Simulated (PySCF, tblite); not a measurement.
# C3H8N2SSi: geometry, infrared bands and NMR shifts

Wanted: the infrared bands and NMR shifts of C3H8N2SSi (`N#CCSC[SiH2]N`), by calculation.

Programs: tblite 0.8.0 and PySCF 2.14.0, with density-fitted response routines of our own. Each step states its level of theory. These are calculated values for one molecule in the gas phase, unless marked as measured. Atoms are numbered from 0 throughout.

### 1 The starting structure

15 atoms, charge 0, multiplicity 1; geometry from: force field or distance geometry start.

Bonds of the start (Å): N0–C1 1.15, C1–C2 1.48, C2–S3 1.81, S3–C4 1.81, C4–Si5 1.85, Si5–N6 1.70, C2–H7 1.09, C2–H8 1.10, C4–H9 1.10, C4–H10 1.09, Si5–H11 1.48, Si5–H12 1.47, N6–H13 1.02, N6–H14 1.01.

### 2 Geometry optimisation with GFN2-xTB

Job settings and geometry (Å):

```
{"job": {"kind": "relax", "xc": "GFN2-xTB", "basis": "xTB"}, "charge": 0, "multiplicity": 1}
N     -3.601200     1.567600     0.557700
C     -3.061100     0.555800     0.492900
C     -2.343500    -0.738200     0.409100
S     -0.628200    -0.672900     0.992900
C      0.066000     0.503100    -0.199200
Si     1.908700     0.574800    -0.019800
N      2.658200    -0.933700    -0.276500
H     -2.346600    -1.090900    -0.623500
H     -2.874700    -1.487200     1.006200
H     -0.200300     0.180400    -1.213800
H     -0.368900     1.491800    -0.033100
H      2.317900     0.983000     1.345300
H      2.515200     1.507000    -0.982800
H      2.304600    -1.592000     0.418700
H      3.649600    -0.840500    -0.080100
```

Run with:

```
OMP_NUM_THREADS=1 python probes_run.py task.json out
```

This one command runs all jobs of the session in turn.

Standard output:

```text
step      E/eV     max force
  0    -578.80671    1.893
  1    -578.89970    0.690
  2    -578.93552    0.744
  3    -578.94314    2.581
  4    -578.98772    0.685
  5    -579.01948    0.839
  6    -579.04523    0.800
  7    -579.05724    0.327
  8    -579.07094    0.299
  9    -579.08367    0.621
 10    -579.09449    0.513
 11    -579.10025    0.214
 12    -579.10377    0.139
 13    -579.10649    0.232
 14    -579.10858    0.192
 15    -579.11033    0.157
 16    -579.11184    0.129
 17    -579.11325    0.199
 18    -579.11457    0.146
 19    -579.11562    0.096
 20    -579.11637    0.078
 21    -579.11697    0.108
 22    -579.11760    0.092
 23    -579.11843    0.110
 24    -579.11956    0.141
 25    -579.12073    0.128
 26    -579.12151    0.089
 27    -579.12194    0.059
 28    -579.12226    0.085
 29    -579.12261    0.103
 30    -579.12298    0.079
 31    -579.12330    0.050
 32    -579.12357    0.047
 33    -579.12386    0.085
 34    -579.12422    0.096
 35    -579.12457    0.061
 36    -579.12482    0.045
 37    -579.12497    0.036
 38    -579.12509    0.051
 39    -579.12521    0.044
 40    -579.12531    0.029
 41    -579.12537    0.019
 42    -579.12541    0.020
 43    -579.12547    0.023
 44    -579.12555    0.026
 45    -579.12564    0.030
 46    -579.12573    0.027
 47    -579.12583    0.033
 48    -579.12594    0.030
 49    -579.12608    0.030
 50    -579.12621    0.027
 51    -579.12632    0.020
 52    -579.12639    0.019
 53    -579.12644    0.018
 54    -579.12649    0.019
 55    -579.12654    0.016
 56    -579.12660    0.020
 57    -579.12668    0.024
 58    -579.12676    0.023
 59    -579.12681    0.016
 60    -579.12684    0.011
 61    -579.12686    0.016
 62    -579.12690    0.017
 63    -579.12693    0.017
 64    -579.12696    0.016
 65    -579.12699    0.014
 66    -579.12702    0.018
 67    -579.12705    0.015
 68    -579.12707    0.010
 69    -579.12708    0.010
```

It took 0.56 s on 1 thread of Intel Xeon Platinum 8375C at 2.90GHz, shared host.

Step by step: (not every step is listed)

```
step  energy from step 0 (eV)  largest force (eV/Å)
   0                   0.0000                1.8930
   1                  -0.0930                0.6903
   2                  -0.1288                0.7442
   3                  -0.1364                2.5813
   4                  -0.1810                0.6853
   5                  -0.2128                0.8390
   6                  -0.2385                0.8001
   7                  -0.2505                0.3272
   8                  -0.2642                0.2987
  13                  -0.2998                0.2315
  18                  -0.3079                0.1463
  23                  -0.3117                0.1100
  28                  -0.3156                0.0850
  33                  -0.3172                0.0852
  38                  -0.3184                0.0510
  43                  -0.3188                0.0226
  48                  -0.3192                0.0295
  53                  -0.3197                0.0181
  58                  -0.3201                0.0233
  63                  -0.3202                0.0175
  64                  -0.3203                0.0157
  65                  -0.3203                0.0144
  66                  -0.3203                0.0180
  67                  -0.3203                0.0150
  68                  -0.3204                0.0105
  69                  -0.3204                0.0095
```

Distances of close pairs at the start and the end, largest changes first:

```
   bond  before (Å)  after (Å)  change (Å)
 C4–Si5       1.853      1.907      +0.055
  C1–C2       1.482      1.432      -0.050
  C2–S3       1.813      1.843      +0.030
Si5–H11       1.482      1.468      -0.014
 Si5–N6       1.704      1.718      +0.014
 N6–H13       1.021      1.009      -0.012
Si5–H12       1.471      1.461      -0.010
  C4–H9       1.097      1.088      -0.009
```

The end geometry stands in the next job.

### 3 Harmonic vibrations with GFN2-xTB

Job settings and geometry (Å):

```
{"job": {"kind": "ir", "xc": "GFN2-xTB", "basis": "xTB"}, "charge": 0, "multiplicity": 1}
N     -3.360576     1.596074     0.605001
C     -2.944816     0.534732     0.511468
C     -2.354056    -0.764291     0.393635
S     -0.604050    -0.713432     0.968749
C      0.086877     0.468262    -0.218906
Si     1.957174     0.690349     0.082577
N      2.618702    -0.873984    -0.175506
H     -2.373408    -1.105111    -0.644199
H     -2.863324    -1.481580     1.038078
H     -0.108740     0.084818    -1.218455
H     -0.439256     1.411198    -0.090206
H      2.131682     1.284318     1.413940
H      2.495443     1.557585    -0.963332
H      2.139088    -1.673408     0.209409
H      3.614845    -1.007539    -0.118191
```

Standard output:

```text
mode    cm-1     km/mol
  1      28.8      0.84
  2      46.7      3.37
  3      75.2      4.88
  4     130.1      5.66
  5     139.5      6.19
  6     203.3      1.39
  7     238.5     13.06
  8     262.2      7.01
  9     370.7      2.01
 10     493.4     14.16
 11     496.9     19.55
 12     528.1    238.93
 13     562.5     15.86
 14     660.3     37.52
 15     692.3     49.97
 16     705.8     70.06
 17     754.1     40.83
 18     784.8    112.82
 19     792.7     40.91
 20     833.3    300.29
 21     840.2     45.64
 22     918.4    153.57
 23     994.0      7.62
 24    1070.7      4.55
 25    1083.2     20.42
 26    1169.0      1.80
 27    1181.1      9.46
 28    1380.6      8.09
 29    1438.3     15.57
 30    1509.0     70.15
 31    2216.7    330.84
 32    2280.9    292.64
 33    2400.7    189.80
 34    2948.8      4.53
 35    2986.1     24.20
 36    2990.2      2.90
 37    3002.4     12.53
 38    3463.2      5.29
 39    3506.6      0.30
```

Wall time 0.6 s (1 thread of Intel Xeon Platinum 8375C at 2.90GHz, shared host).

Which atoms move in the most intense modes:

```
cm⁻¹  km/mol                         atoms
 528   238.9   H14 41 %, H13 28 %, N6 22 %
 785   112.8   C4 28 %, H12 23 %, H11 17 %
 833   300.3  H13 26 %, H14 23 %, Si5 12 %
 918   153.6             N6 46 %, Si5 38 %
1509    70.2   H13 45 %, H14 44 %, N6 11 %
2217   330.8                      H11 94 %
2281   292.6                      H12 94 %
2401   189.8              C1 60 %, N0 39 %
```

### 4 Nuclear shieldings: PBE0/pcSseg-1

The job, as its differences from that of step 3:

```diff
@@ -1,2 +1,2 @@
-{"job": {"kind": "ir", "xc": "GFN2-xTB", "basis": "xTB"}, "charge": 0, "multiplicity": 1}
+{"job": {"kind": "nmr", "xc": "PBE0", "basis": "pcSseg-1"}, "charge": 0, "multiplicity": 1}
 N     -3.360576     1.596074     0.605001
```

With the program's defaults for keys left out, this is: GIAO PBE0/pcSseg-1 NMR shielding, non-relativistic, gas phase.

Standard output:

```text
coarse grid: 13592 points
cycle   1  E = -915.6181121763  dE =  7.028e-01  |g| = 5.807e-01  |ddm| = 3.580e+00
cycle   2  E = -915.4422569373  dE =  1.759e-01  |g| = 1.069e+00  |ddm| = 1.386e+00
cycle   3  E = -915.6898436737  dE = -2.476e-01  |g| = 1.866e-01  |ddm| = 9.099e-01
cycle   4  E = -915.6965602410  dE = -6.717e-03  |g| = 6.056e-02  |ddm| = 1.580e-01
cycle   5  E = -915.6973267286  dE = -7.665e-04  |g| = 1.103e-02  |ddm| = 5.988e-02
cycle   6  E = -915.6973547592  dE = -2.803e-05  |g| = 2.330e-03  |ddm| = 1.434e-02
cycle   7  E = -915.6973559783  dE = -1.219e-06  |g| = 7.462e-04  |ddm| = 3.216e-03
final grid: 122256 points
cycle   8  E = -915.7358070397  dE = -1.992e-05  |g| = 9.243e-03  |ddm| = 2.459e-02
cycle   9  E = -915.7357934874  dE =  1.355e-05  |g| = 1.197e-02  |ddm| = 1.806e-02
cycle  10  E = -915.7358270389  dE = -3.355e-05  |g| = 6.052e-04  |ddm| = 1.076e-02
cycle  11  E = -915.7358271206  dE = -8.166e-08  |g| = 1.911e-04  |ddm| = 7.732e-04
cycle  12  E = -915.7358271267  dE = -6.115e-09  |g| = 9.958e-05  |ddm| = 2.181e-04
cycle  13  E = -915.7358271284  dE = -1.710e-09  |g| = 4.926e-05  |ddm| = 9.204e-05
cycle  14  E = -915.7358271289  dE = -5.384e-10  |g| = 6.745e-06  |ddm| = 4.301e-05
converged SCF energy = -915.7358271289

GIAO shielding tensors (ppm)
atom      isotropic    diamagn.    paramagn.     s11        s22        s33       span
  0 N      -37.635     339.547    -377.182   -210.234   -189.519    286.847    497.082
  1 C       66.556     261.778    -195.222    -53.016    -40.320    293.005    346.021
  2 C      161.565     253.026     -91.461    148.766    156.822    179.107     30.341
  3 S      506.128    1059.174    -553.046    378.934    401.358    738.091    359.156
  4 C      166.374     259.443     -93.069    151.671    168.916    178.535     26.864
  5 Si     386.454     879.783    -493.329    359.096    367.190    433.078     73.982
  6 N      260.877     317.087     -56.209    232.991    252.916    296.725     63.734
  7 H       28.607      30.209      -1.602     22.931     27.742     35.149     12.218
  8 H       28.688      27.806       0.883     22.737     26.682     36.645     13.908
  9 H       29.814      34.745      -4.931     25.071     27.768     36.602     11.531
 10 H       29.277      34.919      -5.642     23.376     28.997     35.458     12.082
 11 H       26.670      29.424      -2.755     22.986     24.928     32.095      9.108
 12 H       26.778      29.053      -2.275     23.234     24.675     32.424      9.190
 13 H       31.203      32.627      -1.425     21.935     30.698     40.975     19.041
 14 H       31.649      28.314       3.335     23.730     26.667     44.551     20.821
```

Run time: 31 s. Hardware: 1 thread of Intel Xeon Platinum 8375C at 2.90GHz, shared host; peak memory 0.78 GiB.

The references, computed at this level on geometries of the same kind, shield at (ppm): 1H TMS 31.72, 13C TMS 186.9, 29Si TMS 349.2, 15N NH3 267.7, 33S CS2 504. Their shielding less the atom's gives the shift. The references are single molecules in the gas phase, so shifts against H2O, NH3, PH3, H3PO4 or CFCl3 are not on the usual liquid scales and can be off by tens of ppm. Atoms listed in one row are averaged.

```
   atoms                                         environment  σ (ppm)  δ (ppm)  δ scaled to CDCl3
      C1                                      nitrile carbon     66.6    120.4              115.6
      C2                 sp3 CH2 bonded to S, α to a nitrile    161.6     25.4               18.4
      C4                          sp3 CH2 bonded to S and Si    166.4     20.6               13.7
H11, H12                hydrogen on a silicon bonded to C, N    26.72     4.99                  –
  H7, H8  hydrogen on an sp3 CH2 bonded to S, α to a nitrile    28.65     3.07               3.00
 H9, H10           hydrogen on an sp3 CH2 bonded to S and Si    29.55     2.17               2.15
H13, H14                 hydrogen on a nitrogen bonded to Si    31.43     0.29                  –
      N0                                    nitrile nitrogen    -37.6    305.4                  –
      N6                          nitrogen bonded to Si, 2 H    260.9      6.9                  –
      S3                                      sulfide sulfur      506       -2                  –
     Si5                         silicon bonded to C, N, 2 H    386.5    -37.3                  –
```

The scaled column applies a straight-line fit of computed shieldings to shifts measured in CDCl3, with any fitted terms for Cl, Br or S neighbours (root-mean-square error 0.16 ppm for H, 1.9 ppm for C).

Charges from the same density, by scheme (e):

```
atoms  Mulliken    IAO  Hirshfeld  ESP fit
   N0     -0.24  -0.24      -0.22    -0.47
   C1      0.08   0.14       0.08     0.44
   C2     -0.30  -0.38      -0.05    -0.48
   S3     -0.01   0.10       0.02    -0.07
   C4     -0.65  -0.64      -0.17    -0.63
  Si5      0.79   0.92       0.37     0.72
   N6     -0.63  -0.84      -0.32    -0.98
```

Mayer bond orders: N0–C1 3.02, C1–C2 0.99, C2–S3 1.00, S3–C4 1.00, C4–Si5 0.85, Si5–N6 1.07.

The fields below are evaluated on a grid from the run's orbitals.

Frontier orbitals at PBE0/pcSseg-1, with the share of their density that lies nearest to each atom:

```
orbital  energy (eV)                                   lies on
   HOMO        -7.09                                   S3 78 %
   LUMO        -0.45  S3 31 %; N0 16 %; C1, C2 about 13 % each
```

ELF in a plane through or near 8 of the atoms.

Ten even steps from '0' (0.00) to '9' (1.00):
```
0000000000000000000000000000
0000000000000000000000000000
0000000000000000000012100000
0000000010000000000367640000
0000002452000064001689973000
0000015886210599302688985000
0000016884133799603751774000
0000003634158799304788753000
0000001205659365104236742000
0000001433178476215635631000
0000454686345686455886310000
0004999617201474682252000000
0005999717401687773375100000
0003998689801799634898300000
0000352289800798401788300000
0000000058500476200242000000
0000000001000021000000000000
0000000000000000000000000000
0000000000000000000000000000
0000000000000000000000000000
```
The map spans 12.4 Å across and 8.6 Å up, centred on the molecule. Atoms in the plane (x, y in Å): N0 (3.4, 1.6), C1 (3.0, 0.5), C2 (2.4, -0.8), Si5 (-2.0, 0.7), N6 (-2.6, -0.9), H10 (0.4, 1.4), H13 (-2.1, -1.7), H14 (-3.6, -1.0).

On the surface of density 0.002 e/bohr³ the electrostatic potential runs, from the 1st to the 99th percentile, from -1.69 V near N0 to 1.60 V near H14.

### 5 Summary of results

| quantity | value |
| --- | --- |
| strongest single infrared mode (GFN2-xTB) | 2217 cm⁻¹, 331 km/mol |
| zero-point energy (GFN2-xTB) | 66.0 kcal/mol |
| 13C shifts against TMS (PBE0/pcSseg-1) | 120.4, 25.4, 20.6 ppm |
| 1H shifts against TMS (PBE0/pcSseg-1, means over atoms taken as alike) | 4.99, 3.07, 2.17, 0.29 ppm |
| 15N shifts against NH3 (PBE0/pcSseg-1) | 305.4, 6.9 ppm |
| 33S shifts against CS2 (PBE0/pcSseg-1) | -2 ppm |
| 29Si shifts against TMS (PBE0/pcSseg-1) | -37.3 ppm |
| surface potential, 1st and 99th percentile | -1.69 V and 1.60 V |

In words: Over 69 steps the energy fell by 0.320 eV; of the close pairs, C4–Si5 changed most, 1.853 to 1.907 Å. All 39 modes are real, so the xTB geometry is a minimum. The strongest single mode, at 2217 cm⁻¹, moves mainly H11. GFN2-xTB is a fitted tight-binding method: band positions and strengths are rough. Its intensities can rank the bands wrongly. C1 (nitrile carbon) lies farthest downfield among carbon, at 120.4 ppm; this is the usual window of a C≡N carbon, which has no attached hydrogen. At PBE0/pcSseg-1: The largest span, 497 ppm, is at N0, where the paramagnetic term is -377 ppm. At PBE0/pcSseg-1, counted by nearest atom on the grid, the HOMO lies on S3 78 %, the LUMO on S3 31 %; N0 16 %.
